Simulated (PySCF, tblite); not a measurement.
**C₆H₉NO: geometry, infrared bands and NMR shifts**

Aim: predict the infrared bands and NMR shifts of C₆H₉NO (`CC#CCNC(C)=O`).

Computed with tblite 0.8.0 and PySCF 2.14.0, with density-fitted response routines of our own, on a single molecule in the gas phase. Atoms are numbered from 0 throughout.

## 1. The starting structure

17 atoms, charge 0, multiplicity 1; geometry from: force field or distance geometry start.

Bonds of the start (Å): C0–C1 1.48, C1–C2 1.21, C2–C3 1.47, C3–N4 1.44, N4–C5 1.44, C5–C6 1.49, C5–O7 1.28, C0–H8 1.10, C0–H9 1.10, C0–H10 1.10, C3–H11 1.13, C3–H12 1.13, N4–H13 1.06, C6–H14 1.12, C6–H15 1.10, C6–H16 1.10.

## 2. Optimising the geometry with GFN2-xTB

Job settings and geometry (Å):

```
{"job": {"kind": "relax", "xc": "GFN2-xTB", "basis": "xTB"}, "charge": 0, "multiplicity": 1}
C      3.443400    -0.633300     0.237600
C      2.005000    -0.864500     0.479300
C      0.825100    -1.072500     0.681000
C     -0.609900    -1.325000     0.889500
N     -1.440900    -0.425400     0.134500
C     -1.371500     1.003400     0.312200
C     -2.266400     1.843800    -0.536400
O     -0.568100     1.513400     1.163200
H      3.601300     0.396500    -0.127300
H      3.845800    -1.327200    -0.508200
H      3.951100    -0.785400     1.196700
H     -0.896200    -2.367400     0.563300
H     -0.836800    -1.283800     1.991600
H     -2.103500    -0.837100    -0.586200
H     -3.343100     1.715000    -0.240800
H     -2.186200     1.544500    -1.591000
H     -2.056000     2.917000    -0.471200
```

Run with:

```bash
> OMP_NUM_THREADS=1 python probes_run.py task.json out
```

This one command runs all jobs of the session in turn.

**Question.** This job is followed by: GFN2-xTB harmonic vibrations, gas phase; GIAO PBE0/pcSseg-1 NMR shielding, non-relativistic, gas phase. Predict these results of the whole session: strongest single infrared mode (GFN2-xTB); zero-point energy (GFN2-xTB); ¹³C shifts against TMS (PBE0/pcSseg-1); ¹H shifts against TMS (PBE0/pcSseg-1, means over atoms taken as alike); ¹⁵N shifts against NH3 (PBE0/pcSseg-1); ¹⁷O shifts against H2O (PBE0/pcSseg-1); surface potential, 1st and 99th percentile.

**Answer**, as computed:

| quantity | value |
| --- | --- |
| strongest single infrared mode (GFN2-xTB) | 1754 cm⁻¹, 535 km/mol |
| zero-point energy (GFN2-xTB) | 85.3 kcal/mol |
| ¹³C shifts against TMS (PBE0/pcSseg-1) | 168.0, 85.8, 83.3, 30.4, 24.4, 4.6 ppm |
| ¹H shifts against TMS (PBE0/pcSseg-1, means over atoms taken as alike) | 4.44, 4.33, 1.99, 1.91 ppm |
| ¹⁵N shifts against NH3 (PBE0/pcSseg-1) | 134.6 ppm |
| ¹⁷O shifts against H2O (PBE0/pcSseg-1) | 418.8 ppm |
| surface potential, 1st and 99th percentile | -2.05 V and 1.84 V |

**Reading.** Relaxing lowered the energy by 0.651 eV in 176 steps; the close pair that moved most is N4–C5, from 1.441 to 1.354 Å. No mode is imaginary among the 45: a minimum at this level. The strongest single mode, at 1754 cm⁻¹, moves mainly C5 and O7. Unscaled tight-binding wavenumbers are off by several per cent, some by more. Its intensities can rank the bands wrongly. At PBE0/pcSseg-1: The largest span, 741 ppm, is at O7, where the paramagnetic term is -484 ppm.
